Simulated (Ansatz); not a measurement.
## H4NSb, SMILES [NH2][SbH2]: a relaxed scan of one distance, step by step

With Ansatz 0.2.0, Python API.

Notebook, run cell by cell (the value of a cell's last expression is shown):

**Cell 1**
```python
import warnings

import ansatz as az
from ase import Atoms
import numpy as np

warnings.simplefilter("ignore", az.DeckWarning)
```

**Cell 2**
```python
atoms = Atoms(["N", "Sb", "H", "H", "H", "H"], positions=[
    [-0.2162, -1.0046, 0.033],
    [0.719, 0.8823, 0.0303],
    [0.1357, -1.5263, -0.7544],
    [0.0472, -1.4216, 0.9181],
    [-0.173, 1.4194, -1.4007],
    [-0.4705, 1.5869, 1.1276],
])
molecule = az.Crystal.molecule_from_ase(atoms)

job = molecule.calculation().basis(gaussian="def2-SVP").functional("hf")
symbols = [site.symbol for site in molecule.cartesian_sites]
pairs = [(0, 1), (0, 2), (0, 3), (1, 4), (1, 5)]
print("held (A)   E (eV)        ", "  ".join(f"{symbols[i]}{i}-{symbols[j]}{j}" for i, j in pairs))
for length in [0.93, 1.01, 1.09, 1.21, 1.36]:
    data = job.relax(constraints=[az.DistanceConstraint((0, 2), at=length)], force_tolerance=0.02, max_steps=60).run(threads=1).report
    xyz = np.array(data["positions_ang"])
    print(f"{length:6.2f} {data['free_energy_ev']:14.5f}  ", "  ".join(f"{np.linalg.norm(xyz[i] - xyz[j]):.3f}" for i, j in pairs))
```
Output:
```text
held (A)   E (eV)         N0-Sb1  N0-H2  N0-H3  Sb1-H4  Sb1-H5
  0.93    -8053.30214   2.030  0.930  1.002  1.712  1.701
  1.01    -8053.45924   2.034  1.010  1.004  1.712  1.701
  1.09    -8053.30516   2.039  1.090  1.005  1.712  1.700
  1.21    -8052.75695   2.045  1.210  1.006  1.712  1.699
  1.36    -8051.84789   2.053  1.360  1.008  1.711  1.699
```

Total energies depend on the basis set; only differences at equal settings carry meaning. The energies are electronic: no zero-point or thermal terms, and the basis set is short of its limit. def2 sets replace the cores of elements past krypton by effective core potentials. The script silences the warnings on its input, which a real study should read. Hardware and time: 100 s on 1 thread of Arm Neoverse V1, on a shared host, peak memory 0.18 GiB.
